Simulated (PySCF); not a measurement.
# A diatomic session: GeCl

The task here is to estimate one member of a computed series from the others.

The runs use PySCF 2.14.0; Ge cc-pVDZ-PP with ECP10, Cl cc-pV(D+d)Z, scalar-relativistic core potentials.

Set-up of the first run:

Settings of the job:

| Property | Result |
| --- | --- |
| atoms | Ge, Cl |
| charge | 0 |
| basis | Ge cc-pVDZ-PP with ECP10, Cl cc-pV(D+d)Z |
| Hamiltonian | scalar-relativistic core potentials |
| basis functions | 46 |
| electrons treated | 39 |
| masses in u | 73.9212, 34.9689 |
| levels | PBE0, PBE, r²SCAN, B3LYP, M06-2X, PW91, ωB97X, HF, MP2, SCS-MP2, CCSD, CCSD(T) |
| grid | 80 radial by 434 angular points |
| occupations | held fixed by the projection of orbital angular momentum |
| dissociation limit | Ge + Cl, each in its ground configuration |
| starting distance in angstrom | 2.130 |
| values of 2S to try | 1, 3 |

Launch:

```sh
$ OMP_NUM_THREADS=1 python dia.py task.json out
```

Steps of the session up to this table: Input; PBE0 along the bond; Other states along the same grid; PBE (GGA); r²SCAN (meta-GGA); B3LYP (global hybrid GGA); M06-2X (hybrid meta-GGA); PW91; ωB97X; UHF (mean field); MP2 and coupled cluster.

One table of the session follows, with a row left open; its other results are not shown here.

Energy (eV) from each level's lowest point:

```
R (Å)    UHF  UHF-MP2  UHF-SCS-MP2  UHF-CCSD  UHF-CCSD(T)
1.892  1.105    1.039        1.074       n/a          n/a
1.980  0.500    0.451        0.476     0.477        0.485
2.068  0.165    0.135        0.150     0.150        0.155
2.134  0.042    0.027        0.034     0.034        0.037
2.200  0.000    0.000        0.000     0.000        0.000
2.266  0.019    0.035        0.028     0.028        0.025
2.354  0.114    0.152        0.135     0.134        0.129
2.464      ?        ?            ?         ?            ?
2.596  0.607    0.705        0.664     0.660        0.646
2.772  1.053    1.190        1.135       n/a          n/a
```

Estimate the missing values for R (Å) = 2.464.

Worked estimate for «UHF». A straight line through the neighbours (2.354, 0.114) and (2.596, 0.607) gives 0.114 + (0.607 − 0.114) × (2.464 − 2.354) / (2.596 − 2.354) = 0.338; a parabola fitted to 4 rows on both sides gives 0.318.

The run gave: UHF: 0.308; UHF-MP2: 0.374; UHF-SCS-MP2: 0.346; UHF-CCSD: 0.344; UHF-CCSD(T): 0.335. In «UHF» the line misses by +0.030 and the parabola by +0.010.
